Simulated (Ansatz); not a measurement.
# Si4S: the cost of one run

Program: Ansatz 0.2.0. Level of theory: DFT PBE, scalar-relativistic, plane waves, PAW. These are calculated values, not measurements.

## Step 1: Starting point

It takes space group P6/mmm (No. 191, hexagonal). The conventional cell has a = 3.687 Å, b = 3.687 Å, c = 8.767 Å, α = 90.00°, β = 90.00°, γ = 120.00°. Si (site symmetry 3m) has 3 Si at 2.13 Å as nearest neighbours. S (site symmetry 6/mmm) is surrounded by 12 Si at 2.69 Å.

As a file:

```
Si S
1.0
     3.68710    0.00000    0.00000
    -1.84355    3.19312    0.00000
     0.00000    0.00000    8.76692
Si S
4 1
Cartesian
  0.0000 2.1287 7.1305
  1.8435 1.0644 7.1305
  1.8435 1.0644 1.6364
  0.0000 2.1287 1.6364
  0.0000 0.0000 0.0000
```

A structure generator made this guess: random cell by space group and Wyckoff sites (P6/mmm, No. 191). The dimensions are guesses.

## Step 2: Probe: one point on a coarse mesh

Input file input.yaml:

```yaml
crystal:
  lattice:
    - [3.68709539, 0.0, 0.0]
    - [-1.8435477, 3.19311828, 0.0]
    - [0.0, 0.0, 8.76692035]
  atoms:
    - { symbol: Si, position: [0.33333333, 0.66666667, 0.81334672] }
    - { symbol: Si, position: [0.66666667, 0.33333333, 0.81334672] }
    - { symbol: Si, position: [0.66666667, 0.33333333, 0.18665328] }
    - { symbol: Si, position: [0.33333333, 0.66666667, 0.18665328] }
    - { symbol: S, position: [0.0, 0.0, 0.0] }
basis:
  ecutwfc: 420
kpoints:
  mp_grid: { grid: [6, 6, 2] }
hamiltonian:
  xc: pbe
scf:
  occupations: { method: gaussian, width: 0.1 }
  lower_state_search: "off"
output:
  forces: true
  stress: true
  eigenvalues: true
```

On the command line:

```
ansatz run input.yaml --threads 1 --pin off --max-ram 2048MiB --backend cpu --events-out ev --progress --plain --runs-dir out
```

**Question.** How long does this run take on 1 thread of Arm Neoverse V2, shared host, and how much memory does it need?

About 1.6 s, with a peak of 0.32 GiB.
